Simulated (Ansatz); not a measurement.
# Zr2Ti3C5: the cost of one run

Method: DFT r2SCAN, scalar-relativistic, plane waves, PAW, in Ansatz 0.2.0.

## 1. The system as given

It takes space group R-3m (No. 166, trigonal). The conventional cell has a = 3.184 Å, b = 3.184 Å, c = 38.760 Å, α = 90.00°, β = 90.00°, γ = 120.00°. Zr (site symmetry 3m) has 6 C at 2.31 Å in its first shell of neighbours. Ti (site symmetry 3m) is surrounded by 6 C at 2.21 Å. Ti (site symmetry -3m) is surrounded by 6 C at 2.21 Å. C (site symmetry 3m) has 6 Ti at 2.21 Å in its first shell of neighbours. C (site symmetry 3m) has 3 Ti at 2.21 Å and 3 Zr at 2.31 Å in its first shell of neighbours. Around C (site symmetry -3m) lie 6 Zr at 2.31 Å.

Coordinates:

```cif
data_structure
_symmetry_space_group_name_H-M 'R-3m:H'
_symmetry_Int_Tables_number 166
_cell_length_a 3.1838
_cell_length_b 3.1838
_cell_length_c 38.7604
_cell_angle_alpha 90.000
_cell_angle_beta 90.000
_cell_angle_gamma 120.000
_cell_volume 340.26
loop_
_atom_site_label
_atom_site_type_symbol
_atom_site_symmetry_multiplicity
_atom_site_Wyckoff_symbol
_atom_site_fract_x
_atom_site_fract_y
_atom_site_fract_z
_atom_site_occupancy
Zr1 Zr 6 c 0.33333 0.66667 0.86925 1
Ti1 Ti 6 c 0.66667 0.33333 0.72986 1
Ti2 Ti 3 a 0.00000 0.00000 0.00000 1
C1 C 6 c 0.00000 0.00000 0.69827 1
C2 C 6 c 0.00000 0.00000 0.90521 1
C3 C 3 b 0.66667 0.33333 0.83333 1
```

The cell was relaxed beforehand at this level, from a generated guess; it needn't be the stable form of this composition. At a tolerance of 0.05 Å it has space group R-3m (No. 166); it has 11.34 Å³/atom, an uncorrected energy of -0.78 eV/atom over the elements and, on its mesh, gap none (metal).

## 2. Level of theory: r2SCAN

File input.yaml:

```yaml
crystal:
  lattice:
    - [1.591901403, 0.9190847035, 12.920130999]
    - [-1.591901403, 0.9190847035, 12.920130999]
    - [0.0, -1.8381694071, 12.920130999]
  atoms:
    - { symbol: Zr, position: [0.2025818773, 0.2025818773, 0.2025818773] }
    - { symbol: Zr, position: [0.7974181227, 0.7974181227, 0.7974181227] }
    - { symbol: Ti, position: [0.3965304563, 0.3965304563, 0.3965304563] }
    - { symbol: Ti, position: [0.0, 0.0, 0.0] }
    - { symbol: Ti, position: [0.6034695437, 0.6034695437, 0.6034695437] }
    - { symbol: C, position: [0.6982706596, 0.6982706596, 0.6982706596] }
    - { symbol: C, position: [0.3017293404, 0.3017293404, 0.3017293404] }
    - { symbol: C, position: [0.9052132573, 0.9052132573, 0.9052132573] }
    - { symbol: C, position: [0.5, 0.5, 0.5] }
    - { symbol: C, position: [0.0947867427, 0.0947867427, 0.0947867427] }
basis:
  ecutwfc: 500
kpoints:
  mp_grid: { grid: [12, 12, 12] }
  band_path:
    path:
      - [[0.0, 0.0, 0.0], [0.5, 0.5, 0.5], [0.82995979, 0.17004021, 0.5]]
      - [[0.5, -0.17004021, 0.17004021], [0.5, 0.0, 0.0], [0.0, 0.0, 0.0], [0.3350201, -0.3350201, 0.0]]
      - [[0.6649799, 0.0, 0.3350201], [0.5, 0.0, 0.5], [0.0, 0.0, 0.0]]
    npoints: 14
hamiltonian:
  xc: r2scan
scf:
  occupations: { method: gaussian, width: 0.1 }
  n_extra_bands: 25
output:
  forces: true
  stress: true
  eigenvalues: true
  populations: true
  dos: { projected: true, de: 0.02, nscf_kmesh: { grid: [15, 15, 15] } }
  bader: true
  write_density: true
  write_potential: true
  elf: true
  volumetric_format: npy
```

Command:

```
$ ansatz run input.yaml --threads 4 --pin off --max-ram 8192MiB --backend cpu --events-out ev --progress --plain --runs-dir out
```

What time and memory should one allow on 4 threads of Intel Xeon at 2.50GHz (Skylake/Cascade Lake), shared host?

About 3.7 min, with a peak of 2.4 GiB.
